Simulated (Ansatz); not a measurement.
# Al27H defect cell, Al26H defect cell: relaxing the atoms

The task, for Al27H defect cell, Al26H defect cell: 3 runs in a chain (relaxing the atoms).

Program: Ansatz 0.2.0. Level of theory: DFT r2SCAN, scalar-relativistic, plane waves, PAW. These are calculated values, not measurements.

## Step 1: The starting structure

The structure is cubic, space group F-43m (No. 216). The conventional cell has a = 11.974 Å, b = 11.974 Å, c = 11.974 Å, α = 90.00°, β = 90.00°, γ = 90.00°. Around Al (site symmetry 3m) lie 1 H at 1.73 Å. Al (site symmetry 2mm) has 12 Al at 2.82 Å as nearest neighbours. Al (site symmetry m) is surrounded by 12 Al at 2.82 Å. Around Al (site symmetry -43m) lie 12 Al at 2.82 Å. Al (site symmetry 3m) is surrounded by 12 Al at 2.82 Å. H (site symmetry -43m) is surrounded by 4 Al at 1.73 Å.

Structure file:

```cif
data_structure
_symmetry_space_group_name_H-M 'F-43m'
_symmetry_Int_Tables_number 216
_cell_length_a 11.9737
_cell_length_b 11.9737
_cell_length_c 11.9737
_cell_angle_alpha 90.000
_cell_angle_beta 90.000
_cell_angle_gamma 90.000
_cell_volume 1716.66
loop_
_atom_site_label
_atom_site_type_symbol
_atom_site_symmetry_multiplicity
_atom_site_Wyckoff_symbol
_atom_site_fract_x
_atom_site_fract_y
_atom_site_fract_z
_atom_site_occupancy
Al1 Al 16 e 0.41667 0.08333 0.41667 1
Al2 Al 24 g 0.75000 0.08333 0.75000 1
Al3 Al 48 h 0.25000 0.41667 0.58333 1
Al4 Al 4 d 0.75000 0.25000 0.25000 1
Al5 Al 16 e 0.08333 0.08333 0.41667 1
H1 H 4 a 0.50000 0.50000 0.00000 1
```

## Step 2: Relaxing the atoms: Al27H defect cell, no spin

It takes the final geometry of an earlier run: H added.

input.yaml

```yaml
crystal:
  lattice:
    - [0.0, 5.9868466466, 5.9868466466]
    - [5.9868466466, 0.0, 5.9868466466]
    - [5.9868466466, 5.9868466466, 0.0]
  atoms:
    - { symbol: Al, position: [0.0, 0.0, 0.0] }
    - { symbol: Al, position: [0.0, 0.0, 0.3333333333] }
    - { symbol: Al, position: [0.0, 0.0, 0.6666666667] }
    - { symbol: Al, position: [0.0, 0.3333333333, 0.0] }
    - { symbol: Al, position: [0.0, 0.3333333333, 0.3333333333] }
    - { symbol: Al, position: [0.0, 0.3333333333, 0.6666666667] }
    - { symbol: Al, position: [0.0, 0.6666666667, 0.0] }
    - { symbol: Al, position: [0.0, 0.6666666667, 0.3333333333] }
    - { symbol: Al, position: [0.0, 0.6666666667, 0.6666666667] }
    - { symbol: Al, position: [0.3333333333, 0.0, 0.0] }
    - { symbol: Al, position: [0.3333333333, 0.0, 0.3333333333] }
    - { symbol: Al, position: [0.3333333333, 0.0, 0.6666666667] }
    - { symbol: Al, position: [0.3333333333, 0.3333333333, 0.0] }
    - { symbol: Al, position: [0.3333333333, 0.3333333333, 0.3333333333] }
    - { symbol: Al, position: [0.3333333333, 0.3333333333, 0.6666666667] }
    - { symbol: Al, position: [0.3333333333, 0.6666666667, 0.0] }
    - { symbol: Al, position: [0.3333333333, 0.6666666667, 0.3333333333] }
    - { symbol: Al, position: [0.3333333333, 0.6666666667, 0.6666666667] }
    - { symbol: Al, position: [0.6666666667, 0.0, 0.0] }
    - { symbol: Al, position: [0.6666666667, 0.0, 0.3333333333] }
    - { symbol: Al, position: [0.6666666667, 0.0, 0.6666666667] }
    - { symbol: Al, position: [0.6666666667, 0.3333333333, 0.0] }
    - { symbol: Al, position: [0.6666666667, 0.3333333333, 0.3333333333] }
    - { symbol: Al, position: [0.6666666667, 0.3333333333, 0.6666666667] }
    - { symbol: Al, position: [0.6666666667, 0.6666666667, 0.0] }
    - { symbol: Al, position: [0.6666666667, 0.6666666667, 0.3333333333] }
    - { symbol: Al, position: [0.6666666667, 0.6666666667, 0.6666666667] }
    - { symbol: H, position: [0.0833333333, 0.0833333333, 0.0833333333] }
scf:
  occupations: { method: methfessel_paxton, width: 0.1 }
output:
  forces: true
  stress: false
  eigenvalues: true
hamiltonian:
  xc: r2scan
kpoints:
  mp_grid: { grid: [4, 4, 4] }
relax:
  f_tol: 0.02
  adjacent_minimum: "off"
```

Launch:

```bash
$ ansatz run input.yaml --threads 4 --pin off --max-ram 14336MiB --backend cpu --events-out ev --progress --plain --runs-dir out
```

Output, cut to the lines that bear on the results:

```text
Warning: RAYON_NUM_THREADS=4 ignored (pool sized by the plan → 4); use --threads N
[...]
Pseudopotentials: kind: paw
Pseudopotential: Al, paw, valence charge 3, recommended cutoff 500 eV (meta_gga), Al.paw.azcp
Pseudopotential: H, paw, valence charge 1, recommended cutoff 500 eV (meta_gga), H.paw.azcp
Functional definition: r2SCAN
[...]
Crystal: 28 atoms, lattice volume = 429.165 Å³
Basis set: ecut = 500 eV, 10969 PW (Γ), exchange–correlation on 256×256×256 points (64 copies of the dense FFT grid, shifted against one another)
Bands: 69, of which v1, the nominal top of the filled ones, is band 41 counted from 1 (40 counted from 0)
Symmetry: 24 space group operations
Space group: F-43m (ITA 216), of the structure as read, at distance tolerance 7.5e-5 Å
k-points: 8 of 64 (time reversal used)
[...]
SCF iter   1: F=—  HF=-14605.975983 eV  |F-HF|=—  |Δ(HF+E_count)|=         —  Δρ=3.49e-3  dr2=6.91e-2  dr2_τ=1.48e-1  ethr=1.77e-3  ⟨swp⟩=8.1  Hψ=2687  notcnv=0  defer=18
[...]
relax step   1: F+E_penalty+E_count = -14606.16337865 eV  Δ(F+E_penalty+E_count) = +0.000e0 eV  max|allowed force component| = 7.295e-1 eV/Å  Δτ_max = 0.0000 Å  (5 SCF iters, dr2 threshold 1.00e-5 eV, accepted)
[...]
relax step   3: F+E_penalty+E_count = -14606.41802796 eV  Δ(F+E_penalty+E_count) = -1.339e-2 eV  max|allowed force component| = 3.795e-3 eV/Å  Δτ_max = 0.0253 Å  (5 SCF iters, dr2 threshold 1.46e-6 eV, accepted)
[...]
    - { symbol: Al, position: [0.3330763024446374, -0.0002524177686794582, 0.3330763024446374] }
    - { symbol: Al, position: [0.33307630244463726, -0.0002524177686793472, 0.6674331462127379] }
    - { symbol: Al, position: [0.3330763024446374, 0.3330763024446374, -0.0002524177686794582] }
    - { symbol: Al, position: [0.33333333333333337, 0.33333333333333337, 0.33333333333333337] }
    - { symbol: Al, position: [0.3330763024446374, 0.3330763024446374, 0.6674331462127377] }
    - { symbol: Al, position: [0.33307630244463726, 0.6674331462127379, -0.0002524177686793472] }
    - { symbol: Al, position: [0.3330763024446374, 0.6674331462127377, 0.3330763024446374] }
    - { symbol: Al, position: [0.33419409109937315, 0.6663797474113201, 0.6663797474113201] }
    - { symbol: Al, position: [0.6664414201583498, 0.00022524650831690085, 0.00022524650831690085] }
    - { symbol: Al, position: [0.6674331462127379, -0.0002524177686793472, 0.33307630244463726] }
    - { symbol: Al, position: [0.6664414201583497, 0.00022524650831701187, 0.6664414201583497] }
    - { symbol: Al, position: [0.6674331462127379, 0.33307630244463726, -0.0002524177686793472] }
    - { symbol: Al, position: [0.6674331462127377, 0.3330763024446374, 0.3330763024446374] }
    - { symbol: Al, position: [0.6663797474113201, 0.33419409109937315, 0.6663797474113201] }
    - { symbol: Al, position: [0.6664414201583497, 0.6664414201583497, 0.00022524650831701187] }
    - { symbol: Al, position: [0.6663797474113201, 0.6663797474113201, 0.33419409109937315] }
    - { symbol: Al, position: [0.6663797474113201, 0.6663797474113201, 0.6663797474113201] }
    - { symbol: H, position: [0.08333333333333334, 0.08333333333333334, 0.08333333333333334] }
```

It took 49 s on 4 threads of Intel Xeon Platinum 8259CL at 2.50GHz (Skylake/Cascade Lake), shared host; peak memory 1.9 GiB.

Relaxation path:

```csv
step,E - E(step 1) (eV/cell),largest force component (eV/Å)
1,0.0000,0.7295
2,-0.2413,0.1531
3,-0.2546,0.0038
4,-0.2547,0.0039
```

Step 1 is the start.

## Step 3: Relaxing the atoms

It takes the final geometry of an earlier run: H added.

input.yaml: that of step 2 with these lines changed.

```diff
@@ -33,3 +33,3 @@
     - { symbol: Al, position: [0.6666666667, 0.6666666667, 0.6666666667] }
-    - { symbol: H, position: [0.0833333333, 0.0833333333, 0.0833333333] }
+    - { symbol: H, position: [-0.1666666667, 0.1666666667, 0.1666666667] }
 scf:
@@ -47 +47,2 @@
   adjacent_minimum: "off"
+  escape_saddle: false
```

Launch:

```bash
$ ansatz run input.yaml --threads 4 --pin off --max-ram 14336MiB --backend cpu --events-out ev --progress --plain --runs-dir out
```

Output, cut to the lines that bear on the results:

```text
Warning: RAYON_NUM_THREADS=4 ignored (pool sized by the plan → 4); use --threads N
[...]
[... 4 set-up lines as earlier in the session ...]
[...]
Crystal: 28 atoms, lattice volume = 429.165 Å³
Basis set: ecut = 500 eV, 10969 PW (Γ), exchange–correlation on 256×256×256 points (64 copies of the dense FFT grid, shifted against one another)
Bands: 69, of which v1, the nominal top of the filled ones, is band 41 counted from 1 (40 counted from 0)
Symmetry: 48 space group operations
Space group: Fm-3m (ITA 225), of the structure as read, at distance tolerance 7.5e-5 Å
k-points: 8 of 64
[...]
    - { symbol: Al, position: [0.33333333333333326, 0.6666666666666667, 0.6666666666666667] }
    - { symbol: Al, position: [0.6670221422983753, 0.00035547563170862384, 0.00035547563170862384] }
    - { symbol: Al, position: [0.6639400646912121, -0.002726601975454601, 0.33605993530878786] }
    - { symbol: Al, position: [0.6670221422983753, 0.00035547563170862384, 0.6656002397715408] }
    - { symbol: Al, position: [0.6639400646912121, 0.33605993530878786, -0.002726601975454601] }
    - { symbol: Al, position: [0.663940064691212, 0.33605993530878797, 0.33605993530878797] }
    - { symbol: Al, position: [0.6664476733994952, 0.3335523266005048, 0.666666666666667] }
    - { symbol: Al, position: [0.6670221422983753, 0.6656002397715408, 0.00035547563170867935] }
    - { symbol: Al, position: [0.6664476733994952, 0.6666666666666669, 0.33355232660050493] }
    - { symbol: Al, position: [0.6664476733994953, 0.6666666666666667, 0.6666666666666667] }
    - { symbol: H, position: [-0.16666666666666674, 0.16666666666666669, 0.16666666666666669] }
```

Wall time 37 s (4 threads of Intel Xeon Platinum 8259CL at 2.50GHz (Skylake/Cascade Lake), shared host); peak memory 2.2 GiB.

The steps of the relaxation:

| step | E - E(step 1) (eV/cell) | largest force component (eV/Å) |
| --- | --- | --- |
| 1 | 0.0000 | 0.3444 |
| 2 | -0.0351 | 0.0356 |
| 3 | -0.0357 | 0.0009 |

Step 1 is the start.

## Step 4: Relaxing the atoms: Al26H defect cell

It takes the final geometry of an earlier run: 1 atom is removed; H added.

input.yaml: that of step 3 with these lines changed.

```diff
@@ -6,3 +6,2 @@
   atoms:
-    - { symbol: Al, position: [0.0, 0.0, 0.0] }
     - { symbol: Al, position: [0.0, 0.0, 0.3333333333] }
@@ -33,3 +32,3 @@
     - { symbol: Al, position: [0.6666666667, 0.6666666667, 0.6666666667] }
-    - { symbol: H, position: [-0.1666666667, 0.1666666667, 0.1666666667] }
+    - { symbol: H, position: [0.0666666667, 0.0666666667, 0.0666666667] }
 scf:
@@ -47,2 +46 @@
   adjacent_minimum: "off"
-  escape_saddle: false
```

Launch:

```bash
$ ansatz run input.yaml --threads 4 --pin off --max-ram 14336MiB --backend cpu --events-out ev --progress --plain --runs-dir out
```

Output, cut to the lines that bear on the results:

```text
Warning: RAYON_NUM_THREADS=4 ignored (pool sized by the plan → 4); use --threads N
[...]
[... 4 set-up lines as earlier in the session ...]
[...]
Crystal: 27 atoms, lattice volume = 429.165 Å³
Basis set: ecut = 500 eV, 10969 PW (Γ), exchange–correlation on 256×256×256 points (64 copies of the dense FFT grid, shifted against one another)
Bands: 67, of which v1, the nominal top of the filled ones, is band 40 counted from 1 (39 counted from 0)
Symmetry: 6 space group operations
Space group: R3m (ITA 160), of the structure as read, at distance tolerance 7.5e-5 Å
k-points: 13 of 64 (time reversal used)
[...]
    - { symbol: Al, position: [0.3325996892406925, 0.6669435017702849, 0.33259968924069255] }
    - { symbol: Al, position: [0.3327158699024516, 0.6660473193561234, 0.6660473193561234] }
    - { symbol: Al, position: [0.671974528326226, 0.0007947563444005157, 0.0007947563444005157] }
    - { symbol: Al, position: [0.6661592875151536, -0.0003055084109880313, 0.33330761475488097] }
    - { symbol: Al, position: [0.6681290820464171, -0.0015748589501463073, 0.668129082046417] }
    - { symbol: Al, position: [0.6661592875151536, 0.3333076147548809, -0.0003055084109880313] }
    - { symbol: Al, position: [0.6669435017702849, 0.3325996892406925, 0.33259968924069255] }
    - { symbol: Al, position: [0.6660473193561234, 0.3327158699024516, 0.6660473193561234] }
    - { symbol: Al, position: [0.6681290820464171, 0.6681290820464171, -0.0015748589501463073] }
    - { symbol: Al, position: [0.6660473193561234, 0.6660473193561234, 0.3327158699024516] }
    - { symbol: Al, position: [0.6653952873597541, 0.6653952873597541, 0.6653952873597541] }
    - { symbol: H, position: [0.07303363701820056, 0.07303363701820056, 0.07303363701820056] }
```

Wall time 57 s (4 threads of Intel Xeon Platinum 8259CL at 2.50GHz (Skylake/Cascade Lake), shared host); peak memory 2 GiB.

Relaxation path:

```csv
step,E - E(step 1) (eV/cell),largest force component (eV/Å)
1,0.0000,0.2074
2,-0.0582,0.0506
3,-0.0609,0.0082
```

Step 1 is the start.

## Step 5: The runs side by side

```
step             system  energy above the lowest (eV)  gap on the mesh (eV)  time
   2  Al27H defect cell                         0.000                  0.00  49 s
   3  Al27H defect cell                         0.041                  0.00  37 s
   4  Al26H defect cell                           n/a                  0.00  57 s
```

Energies compare only among runs of one formula, size, charge, level and basis; each such set counts from its lowest member.

**Reading.** The values hold for the settings typed; their convergence was not tested in this session.
